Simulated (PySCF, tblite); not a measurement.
# C6H6N radical: geometry, infrared bands and EPR parameters

Aim: predict the infrared bands and EPR parameters of C6H6N radical (`C#CC[C](N)C#C`).

Computed with tblite 0.8.0 and PySCF 2.14.0, with density-fitted response routines of our own, on a single molecule in the gas phase. Atoms are numbered from 0 throughout.

## (1) The molecule as given

13 atoms, charge 0, multiplicity 2; geometry from: force field or distance geometry start.

Bonds of the start (Å): C0–C1 1.20, C1–C2 1.47, C2–C3 1.50, C3–N4 1.46, C3–C5 1.42, C5–C6 1.20, C0–H7 1.07, C2–H8 1.09, C2–H9 1.10, N4–H10 1.02, N4–H11 1.01, C6–H12 1.06.

## (2) Geometry optimisation with GFN2-xTB

The job: settings as JSON, then the geometry in Å.

```
{"job": {"kind": "relax", "xc": "GFN2-xTB", "basis": "xTB"}, "charge": 0, "multiplicity": 2}
C     -2.393100     0.102700     1.395400
C     -1.664300    -0.314100     0.542600
C     -0.746400    -0.849900    -0.479200
C      0.436200     0.063600    -0.654500
N      0.332900     1.332600    -1.368300
C      1.718900    -0.309100    -0.166700
C      2.812700    -0.608600     0.238300
H     -3.052400     0.484900     2.151600
H     -0.430400    -1.863100    -0.213200
H     -1.291500    -0.926600    -1.433400
H     -0.565500     1.785900    -1.207500
H      1.064800     1.980500    -1.096800
H      3.773600    -0.878300     0.609600
```

Command:

```bash
$ OMP_NUM_THREADS=1 python probes_run.py task.json out
```

One launch serves the whole session: the jobs run in the order shown.

**Question.** This job is followed by: GFN2-xTB harmonic vibrations, gas phase; UKS B3LYP, pcH-1 on C H N, non-relativistic, mean-field spin-orbit, GIAO. Predict these results of the whole session: strongest single infrared mode (GFN2-xTB); zero-point energy (GFN2-xTB); g(iso) (B3LYP); ⟨S²⟩; largest a(iso) (averaged by class); potential on the surface of density 0.002 e/bohr³, 1st and 99th percentile.

As calculated:

| quantity | value |
| --- | --- |
| strongest single infrared mode (GFN2-xTB) | 696 cm⁻¹, 301 km/mol |
| zero-point energy (GFN2-xTB) | 59.4 kcal/mol |
| g(iso) (B3LYP) | 2.00269 |
| ⟨S²⟩ | 0.763 (exact 0.75) |
| largest a(iso) (averaged by class) | 13C on C5, -58.3 MHz |
| potential on the surface of density 0.002 e/bohr³, 1st and 99th percentile | -1.01 V and 1.76 V |

In words: Over 48 steps the energy fell by 0.215 eV; of the close pairs, C3–N4 changed most, 1.460 to 1.392 Å. No mode is imaginary among the 33: a minimum at this level. The strongest single mode, at 696 cm⁻¹, moves mainly H11 and H10. GFN2-xTB is a fitted tight-binding method: band positions and strengths are rough. Its intensities can rank the bands wrongly. The largest spin populations lie on C3 (0.59 e), C6 (0.47 e). The isotropic g lies 0.4 ppt above the free-electron value. These values are for one conformer; the search (at its own cheap level) found 2 more, at 0.94, 1.21 kcal/mol, and measured spectra average over such forms.
